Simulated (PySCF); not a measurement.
# ClH5OSi2: the cost of one run

Computed with PySCF 2.14.0; each step states its level. No surroundings beyond the atoms listed, unless a continuum is named. Atoms count from 0, parts from 1.

## 1. Starting point

Each species was relaxed by itself at PBE0-D3(BJ)/def2-SVPD.

## 2. Reaction energy: wB97M-D3(BJ)/def2-TZVPD

What the job is given:

```
{"job": {"kind": "react", "xc": "wB97M-D3(BJ)", "basis": "def2-TZVPD"}, "charge": 0, "multiplicity": 1}
-1 ClH5Si2 charge 0 multiplicity 1
Si     0.139410     0.845620    -0.900890
Si    -0.003950    -0.908340     0.645160
Cl    -0.561980    -0.094820     2.492440
H      0.517790     0.300870    -2.240480
H     -1.185100     1.526230    -0.998000
H      1.175510     1.820880    -0.451120
H      1.300820    -1.602810     0.842260
H     -1.042750    -1.910660     0.271290

-1 N2O charge 0 multiplicity 1
N      1.118770     0.222650    -0.012120
N      0.021070    -0.022670    -0.008820
O     -1.127450    -0.279400    -0.005360

+1 ClH5OSi2 charge 0 multiplicity 1
O     -1.081240     1.062990     1.432910
Si    -0.998090    -0.221480     0.373800
Si     1.236770    -0.444100    -0.273560
Cl    -2.143930     0.180810    -1.330520
H     -1.935340     1.298620     1.804680
H     -1.619870    -1.440270     0.967600
H      2.090550    -0.708040     0.922770
H      1.342170    -1.592640    -1.221390
H      1.678160     0.811590    -0.946400

+1 N2 charge 0 multiplicity 1
N      0.521960    -0.167620    -0.023710
N     -0.521990     0.167610     0.023710
```

With the program's defaults for keys left out, this is: wB97M-D3(BJ)/def2-TZVPD reaction energy of separated species, gas phase.

Launch:

```sh
$ OMP_NUM_THREADS=1 python cluster_run.py task.json out
```

The driver reads the jobs from task.json and runs them one after another.

**Question.** How long does this first job take on 1 thread of Arm Neoverse N1, shared host, and how much memory does it need?

About 45 s, with a peak of 0.81 GiB.
